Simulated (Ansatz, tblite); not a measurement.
# The cluster Rb4I3: a ladder of methods and basis sets

The task here is to estimate one member of a computed series from the others.

The runs use Ansatz 0.2.0, Gaussian basis; as each input shows.

Plan: GFN1-xTB, GFN2-xTB, PBE-D4/def2-TZVP, r2SCAN-D4/def2-TZVP, BLYP-D4/def2-TZVP, LC-ωPBE/def2-TZVP, PBE-D4/def2-SVP, PBE0-D4/def2-SVP, MP2/def2-TZVP, RPA/def2-TZVP.

8 further runs of the same task are left out: 6 that didn't finish, 2 set aside as unsound or not needed. Runs told in other sessions of the task aren't counted.

### The geometry

The doublet was relaxed beforehand with PBE0-D4/def2-SVP. At that level it is the lowest of the isomers that a small search found.

7 atoms, charge 0, spin multiplicity 2.

Bond lengths: Rb1–I5 3.554 Å, Rb1–I7 3.554 Å, Rb2–I5 3.554 Å, Rb2–I6 3.554 Å, Rb3–I5 3.554 Å, Rb3–I6 3.553 Å, Rb3–I7 3.554 Å, Rb4–I6 3.555 Å, Rb4–I7 3.554 Å. Angles: I5–Rb1–I7 93.5°, I5–Rb2–I6 93.4°, I5–Rb3–I6 93.4°, I5–Rb3–I7 93.5°, I6–Rb3–I7 93.5°, I6–Rb4–I7 93.5°, Rb1–I5–Rb2 85.4°, Rb1–I5–Rb3 86.4°, Rb2–I5–Rb3 86.4°, Rb2–I6–Rb3 86.4°, Rb2–I6–Rb4 85.4°, Rb3–I6–Rb4 86.4°, Rb1–I7–Rb3 86.4°, Rb1–I7–Rb4 85.4°, Rb3–I7–Rb4 86.4°.

I, Rb take a core potential in the def2 sets. No spin-orbit coupling is included.

PBE0-D4/def2-TZVP was run before; its log isn't repeated, and its numbers join the tables.

Set-up of the first run:

Tight binding, by tblite at 300 K electronic temperature and without a spin-polarisation term:

```python
tblite.interface.Calculator('GFN1-xTB', numbers, positions, charge=0, uhf=1).singlepoint()
```

Tight binding, by tblite at 300 K electronic temperature and without a spin-polarisation term:

```python
tblite.interface.Calculator('GFN2-xTB', numbers, positions, charge=0, uhf=1).singlepoint()
```

start.molden holds the orbitals of an earlier run on this state, given as this run's starting guess.

File in.yaml:

```yaml
crystal:
  periodic: [false, false, false]
  atoms:
    - {symbol: Rb, position_ang: [-1.904530, -2.440232, -0.532595]}
    - {symbol: Rb, position_ang: [2.689504, -1.511526, 0.586461]}
    - {symbol: Rb, position_ang: [0.044982, 1.854929, -1.727131]}
    - {symbol: Rb, position_ang: [-0.863733, 0.755476, 2.924015]}
    - {symbol: I, position_ang: [0.911227, -1.506405, -2.490377]}
    - {symbol: I, position_ang: [2.029051, 1.923049, 1.219402]}
    - {symbol: I, position_ang: [-2.906501, 0.924709, 0.020226]}
basis:
  gaussian: {orbitals: def2-TZVP, initial_orbitals: start.molden}
magnetization: {spin_polarized: true, initial_magnetization: 1}
hamiltonian: {xc: pbe, dispersion: d4}
scf: {omitted_lower_state_checks: [starts]}
output: {forces: true, orbitals: {seedname: orbitals}}
```

Started as:

```sh
ansatz run in.yaml --threads 4 --pin off --events-out ev --progress --plain --max-ram 4787MiB
```

Among the steps run: PBE-D4/def2-TZVP; r2SCAN-D4/def2-TZVP; BLYP-D4/def2-TZVP; LC-ωPBE/def2-TZVP; PBE-D4/def2-SVP; PBE0-D4/def2-SVP; MP2/def2-TZVP; RPA/def2-TZVP.

One of the session's tables, all rows but one given; the rest of the session is left out.

It belongs to the step «Binding energy». 

| level | binding an atom (eV) |
| --- | --- |
| HF/def2-TZVP | 1.574 |
| PBE-D4/def2-SVP | 1.987 |
| PBE-D4/def2-TZVP | 1.968 |
| BLYP-D4/def2-TZVP | 1.870 |
| r2SCAN-D4/def2-TZVP | 2.026 |
| PBE0-D4/def2-SVP | 2.012 |
| PBE0-D4/def2-TZVP | 1.995 |
| LC-ωPBE/def2-TZVP | 1.997 |
| RPA/def2-TZVP | 1.759 |
| MP2/def2-TZVP | ? |

Q: Estimate the row for MP2/def2-TZVP from the others.

As computed: binding an atom (eV): 2.022. In the column «binding an atom (eV)» it lies between PBE0-D4/def2-SVP (2.012) and r2SCAN-D4/def2-TZVP (2.026).

Limits of these values: Free atoms were run apart at each level; binding is atoms less cluster, divided by the number of atoms, without zero-point or spin-orbit terms.
